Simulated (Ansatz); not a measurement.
## CH3ClGe, SMILES [CH3][Ge][Cl]: a single point in a Gaussian basis

Program: Ansatz's Python interface.

Script `ch3clge_energy.py`:
```python
from pathlib import Path

import ansatz
import numpy as np
import pandas as pd

BASIS_SET = "def2-SVP"
FUNCTIONAL = "pbe0"

GEOMETRY = """
C    -0.37310    0.42220   -0.23780
Ge    1.28180   -0.02680    0.54110
Cl    1.29550   -2.15930    0.87320
H    -0.37150    1.57250   -0.43090
H    -1.24130    0.17880    0.42300
H    -0.54930   -0.05150   -1.21470
"""

ch3clge = ansatz.Crystal.molecule()
for line in GEOMETRY.strip().splitlines():
    symbol, *xyz = line.split()
    ch3clge = ch3clge.atom(symbol, [float(v) for v in xyz])

job = ch3clge.calculation()
job = job.basis(gaussian=BASIS_SET).functional(FUNCTIONAL)
job = job.accuracy("high")
job = job.scf(lower_state_search="light")
job = job.forces()
job = job.orbitals()
done = job.run(runs_dir="out")
r = done.report

print("reference energy %16.6f eV" % r["reference_energy_ev"])
print("total energy     %16.6f eV" % r["free_energy_ev"])
print("occupied (up, down):", r["n_occupied"], " virtual:", r["n_virtual"], " frozen:", r["n_frozen"])

field = r["mean_field"]
print("<S^2> =", round(abs(field["state"]["spin_squared"]), 4), " relativity:", field["relativity"])
print("passes:", field["passes"])
if "symmetry" in field:
    print("occupied orbitals by irrep:", field["symmetry"]["occupied"])

symbols = [site.symbol for site in ch3clge.cartesian_sites]
forces = np.array(r["forces_ev_ang"])
print("largest force", round(float(np.linalg.norm(forces, axis=1).max()), 4), "eV/A, rms", round(float(np.sqrt((forces ** 2).mean())), 4))

charges = r["charge_distribution"]
table = pd.DataFrame({"atom": symbols, "mulliken": charges["mulliken_charges_e"], "lowdin": charges["lowdin_charges_e"]})
print(table.round(3).to_string())
print("dipole (e A):", np.round(charges["dipole_moment_e_ang"], 4) + 0.0)

lines = Path(r["orbitals_path"]).read_text().splitlines()
field_of = lambda key: [line.split("=")[1].strip() for line in lines if line.startswith(key)]
orbitals = [(27.211386 * float(e), s, float(n)) for e, s, n in zip(field_of("Ene="), field_of("Spin="), field_of("Occup="))]
homo = max(e for e, _, n in orbitals if n > 0.5)
lumo = min(e for e, _, n in orbitals if n < 0.5)
print(f"HOMO {homo:.3f} eV, LUMO {lumo:.3f} eV, gap {lumo - homo:.3f} eV")
```

`python ch3clge_energy.py` gives:
```text
reference energy    -70102.880458 eV
total energy        -70102.880458 eV
occupied (up, down): [29, 29]  virtual: [50, 50]  frozen: 0
<S^2> = 0.0  relativity: none
passes: {'evaluations': 18, 'products': 12}
occupied orbitals by irrep: [{'A': 29}, {'A': 29}]
largest force 2.76 eV/A, rms 0.9952
  atom  mulliken  lowdin
0    C    -0.363  -0.191
1   Ge     0.365  -0.036
2   Cl    -0.284   0.101
3    H     0.092   0.049
4    H     0.098   0.043
5    H     0.093   0.034
dipole (e A): [-0.2984  0.3329 -0.1821]
HOMO -6.430 eV, LUMO -2.399 eV, gap 4.031 eV
```

What to keep in mind:
- The settings weren't tested for convergence.
- The geometry is a force-field or estimated start, not a minimum of this method, and the basis set is short of its limit.
- The Löwdin charges here are taken after orthogonalising the functions within each atom; they differ from plain Löwdin charges, and their signs can be unphysical.
- Levels such as HOMO and LUMO are orbital energies: with these approximate functionals they aren't the ionisation energy and electron affinity, and their gap isn't the fundamental gap.
- Wall time of the script: 8.6 s on 1 thread of Arm Neoverse V1 (shared host), peak memory 0.37 GiB.

(Lines on the test bed's own set-up are left out of the output.)
